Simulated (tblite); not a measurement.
# C4H8BCl2Ga: the cost of one run

The runs use tblite 0.8.0 and PySCF 2.14.0, with density-fitted response routines of our own; the level of theory stands in each step. All values are computed, except where a source is named. Atoms count from 0, in the outputs and in this text.

## (1) The starting structure

16 atoms, charge 0, multiplicity 1; geometry from: force field or distance geometry start.

Bonds of the start (Å): Cl0–B1 1.88, B1–Cl2 1.87, B1–C3 1.59, C3–C4 1.48, C4–Ga5 1.98, C4–C6 1.48, C6–C7 1.53, C7–C4 1.51, C3–H8 1.11, C3–H9 1.12, Ga5–H10 1.61, Ga5–H11 1.66, C6–H12 1.13, C6–H13 1.10, C7–H14 1.11, C7–H15 1.11.

## (2) Optimising the geometry with GFN2-xTB

What the job is given:

```
{"job": {"kind": "relax", "xc": "GFN2-xTB", "basis": "xTB"}, "charge": 0, "multiplicity": 1}
Cl     3.200000     1.251000     1.487500
B      1.961000    -0.007300     0.852800
Cl     2.813200    -1.534600     0.189800
C      0.864500     0.654500    -0.095300
C     -0.296200    -0.210000    -0.394500
Ga    -1.434400     0.901700    -1.573900
C     -0.430600    -1.616300     0.036100
C     -1.176200    -0.515200     0.789200
H      1.421500     0.878100    -1.034700
H      0.582800     1.635500     0.366800
H     -0.870500     2.369200    -1.902400
H     -2.790100     1.504300    -0.822800
H     -1.126600    -2.244800    -0.587000
H      0.361300    -2.153800     0.580400
H     -2.276200    -0.525100     0.629100
H     -0.811200    -0.378200     1.826500
```

Command:

```bash
OMP_NUM_THREADS=1 python probes_run.py task.json out
```

One launch serves the whole session: the jobs run in the order shown.

Q: Estimate the wall time and peak memory of this first job on 1 thread of Arm Neoverse V1, shared host.

About 1.1 s, with a peak of 0.18 GiB.
